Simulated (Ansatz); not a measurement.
**EuS2 (I4/mmm, relaxed from a fluorite start): equation of state**

An exercise on one series of results from a longer session: the logs are not shown, and one member is left open.

Program: Ansatz 0.2.0. Level of theory: DFT PBE+U (U_eff = 6 eV on Eu 4f), scalar-relativistic, plane waves, PAW. These are calculated values, not measurements.

1 further run of the same task is left out (it didn't finish). Runs told in other sessions of the task aren't counted.

### The structure to begin with

It takes space group I4/mmm (No. 139, tetragonal). Conventional cell: a = 4.246 Å, b = 4.246 Å, c = 8.340 Å, α = 90.00°, β = 90.00°, γ = 90.00°. Around Eu (site symmetry 4/mmm) lie 8 S at 2.98 Å. S (site symmetry -4m2) is surrounded by 4 Eu at 2.98 Å and 4 S at 3.00 Å.

As a file:

```cif
data_structure
_symmetry_space_group_name_H-M 'P 1'
_symmetry_Int_Tables_number 1
_cell_length_a 4.2457
_cell_length_b 9.3585
_cell_length_c 10.2765
_cell_angle_alpha 24.402
_cell_angle_beta 65.598
_cell_angle_gamma 63.021
_cell_volume 150.33
loop_
_atom_site_label
_atom_site_type_symbol
_atom_site_fract_x
_atom_site_fract_y
_atom_site_fract_z
_atom_site_occupancy
Eu1 Eu 0.00000 0.00000 0.00000 1
S1 S 0.24996 0.25004 0.00000 1
S2 S 0.75004 0.74996 0.00000 1
Eu2 Eu 0.00000 0.00000 0.50000 1
S3 S 0.25004 0.24996 0.50000 1
S4 S 0.74996 0.75004 0.50000 1
```

An earlier run at PBE+U (U_eff = 6 eV on Eu 4f) left this cell at 25.056 Å³/atom and 0.00 GPa (8×8×4 mesh). The large moments point both ways and cancel.

Volume factors to run: 0.980, 1.020, 0.960, 1.040, 1.070, 1.100, 0.945.

Set-up of the first run:

input.yaml reads:

```yaml
crystal:
  lattice:
    - [0.0, 2.9819913865, 2.9819913865]
    - [8.2839999582, 2.9819913865, 2.9819913865]
    - [8.2839999582, 5.9639827731, 0.0]
  atoms:
    - { symbol: Eu, position: [0.0, 0.0, 0.0], spin: 7.5 }
    - { symbol: S, position: [0.2499582418, 0.2500417582, 0.0] }
    - { symbol: S, position: [0.7500417582, 0.7499582418, 0.0] }
    - { symbol: Eu, position: [0.0, 0.0, 0.5], spin: -7.5 }
    - { symbol: S, position: [0.2500417582, 0.2499582418, 0.5] }
    - { symbol: S, position: [0.7499582418, 0.7500417582, 0.5] }
basis:
  ecutwfc: 420
  ecutrho_ratio: 4
kpoints:
  mp_grid: { grid: [8, 8, 4] }
hamiltonian:
  xc: pbe
  hubbard:
    sites:
      - { species: Eu, l: f, u_eff: 6.0, starting_ns: start.occupation_matrices }
    ns_hold: { iters: 6 }
scf:
  occupations: { method: gaussian, width: 0.05 }
  lower_state_search: "off"
output:
  forces: true
  stress: true
  eigenvalues: true
  populations: true
magnetization:
  spin_polarized: true
relax:
  f_tol: 0.01
  max_steps: 40
  cell: { stress_tol: 0.1, fix: [volume] }
```

The open shells start from the occupation matrices of the run at the neighbouring geometry (file start.occupation_matrices).

Command:

```sh
ansatz run input.yaml --threads 2 --pin off --max-ram 2662MiB --backend cpu --events-out ev --progress --plain --runs-dir out
```

Steps of the session up to this table: Scaling the volume by 0.980; Volume × 1.020; Volume × 0.960; Volume × 1.040; Volume × 1.070; Volume × 1.100; At 0.945 of the relaxed volume.

One of the session's tables, all rows but one given; the rest of the session is left out.

It belongs to the step «Energy and pressure against volume». 

| volume (Å³/atom) | energy (meV/atom) | pressure (GPa) | moment of atom 1 (μB) |
| --- | --- | --- | --- |
| 23.678 | 12.49 | 3.06 | 6.80 |
| 24.053 | 6.41 | 2.13 | 6.80 |
| 24.555 | 1.53 | 1.00 | 6.81 |
| 25.056 | 0.00 | 0.00 | 6.82 |
| 25.557 | 1.49 | -0.93 | 6.82 |
| 26.058 | 5.66 | -1.74 | 6.83 |
| 26.810 | ? | ? | ? |
| 27.561 | 31.84 | -3.73 | 6.85 |

Q: Estimate the row for volume (Å³/atom) = 26.810 from the others.

Worked estimate for «energy (meV/atom)». A straight line through the neighbours (26.058, 5.66) and (27.561, 31.84) gives 5.66 + (31.84 − 5.66) × (26.810 − 26.058) / (27.561 − 26.058) = 18.76; a parabola fitted to 3 rows on both sides gives 16.20.

The run gave: energy (meV/atom): 16.43; pressure (GPa): -2.81; moment of atom 1 (μB): 6.84. In «energy (meV/atom)» the line misses by +2.33 and the parabola by -0.23.

Limits of these values: Warnings in the runs' records: filled band counts differ across k points, stability check not made.
